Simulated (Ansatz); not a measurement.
# H6NSbSi: one species, many methods

One table from this session's results is given with a row withheld; the runs are named, their logs left out.

Method: functionals in def2-TZVPP, the program's frozen cores in correlated methods; program: Ansatz 0.2.0, Gaussian basis.

Levels to be run: LDA (SPW92), PBE-D4, revPBE-D4, BLYP-D4, r2SCAN-D4, B97M-V, PBE0-D4, B3LYP-D4, r2SCANh-D4, r2SCAN0-D4, HSE06-D4, BHLYP-D4, CAM-B3LYP-D4, LC-ωPBE, ωB97X-V, ωB97M-V, B2PLYP, PBE-QIDH; CCSD(T)/def2-SVP; CCSD(T)/def2-TZVPP; MP2/def2-QZVPP; extrapolation to the limit; RPA on PBE.

**Structure used throughout**

An earlier PBE0-D4 in a triple-zeta def2 set relaxation fixed the geometry. Sb takes the def2 core potential; no spin-orbit term is included.

SMILES `[NH2][SbH][SiH3]`, 9 atoms, charge 0, spin multiplicity 1.

Atoms are counted from 1 here; the program's logs count them from 0.

Bond lengths: N1–Sb2 2.046 Å, N1–H4 1.012 Å, N1–H5 1.012 Å, Sb2–Si3 2.588 Å, Sb2–H6 1.711 Å, Si3–H7 1.489 Å, Si3–H8 1.490 Å, Si3–H9 1.489 Å. Angles: Sb2–N1–H4 110.7°, Sb2–N1–H5 113.7°, H4–N1–H5 107.9°, N1–Sb2–Si3 98.2°, N1–Sb2–H6 93.7°, Si3–Sb2–H6 90.0°, Sb2–Si3–H7 109.7°, Sb2–Si3–H8 110.4°, Sb2–Si3–H9 111.2°, H7–Si3–H8 108.1°, H7–Si3–H9 108.5°, H8–Si3–H9 108.9°.

Set-up of the first run:

in.yaml

```yaml
crystal:
  periodic: [false, false, false]
  atoms:
    - {symbol: N, position_ang: [-0.047893, 0.620329, -1.934282]}
    - {symbol: Sb, position_ang: [1.099091, 0.995960, -0.282279]}
    - {symbol: Si, position_ang: [0.038665, -0.747715, 1.308754]}
    - {symbol: H, position_ang: [0.432534, -0.005784, -2.568289]}
    - {symbol: H, position_ang: [-0.950082, 0.214169, -1.720087]}
    - {symbol: H, position_ang: [0.035457, 2.193843, 0.320123]}
    - {symbol: H, position_ang: [0.618994, -2.091661, 1.038719]}
    - {symbol: H, position_ang: [-1.432430, -0.825300, 1.086466]}
    - {symbol: H, position_ang: [0.293964, -0.400243, 2.733775]}
basis:
  gaussian: {orbitals: def2-TZVPP}
hamiltonian: {xc: lda}
output: {orbitals: {seedname: orbitals}}
```

Run with:

```bash
ansatz run in.yaml --threads 2 --pin off --events-out ev --progress --plain --max-ram 4352MiB
```

Steps of the session up to this table: LDA; PBE-D4 (GGA); revPBE-D4 (GGA); BLYP-D4 (GGA); r2SCAN-D4 (meta-GGA); B97M-V (meta-GGA); PBE0-D4 (hybrid); B3LYP-D4 (hybrid); r2SCANh-D4 (hybrid); r2SCAN0-D4 (hybrid); HSE06-D4 (hybrid); BHLYP-D4 (hybrid); CAM-B3LYP-D4 (range-separated); LC-ωPBE (range-separated); ωB97X-V (range-separated); ωB97M-V (range-separated); B2PLYP (double hybrid); PBE-QIDH (double hybrid).

One table of the session follows, with a row left open; its other results are not shown here.

It belongs to the step «Orbital energies across the functionals». 

```
  functional  HOMO (eV)  gap (eV)
 LDA (SPW92)      -5.90      4.03
      PBE-D4      -5.78      4.09
   revPBE-D4      -5.73      4.13
     BLYP-D4      -5.63      4.04
   r2SCAN-D4      -6.03      4.58
      B97M-V      -6.14      4.55
     PBE0-D4      -6.90      5.99
    B3LYP-D4      -6.70      5.57
  r2SCANh-D4      -6.46      5.28
  r2SCAN0-D4      -7.06      6.29
    HSE06-D4      -6.52      5.24
    BHLYP-D4      -7.81      7.68
CAM-B3LYP-D4      -8.11      8.14
     LC-ωPBE          ?         ?
     ωB97X-V      -9.04     10.05
     ωB97M-V      -8.90      9.66
```

**Question.** Estimate the row for LC-ωPBE.

As computed: HOMO (eV): -9.34; gap (eV): 10.49. In the column «HOMO (eV)» it is the lowest.
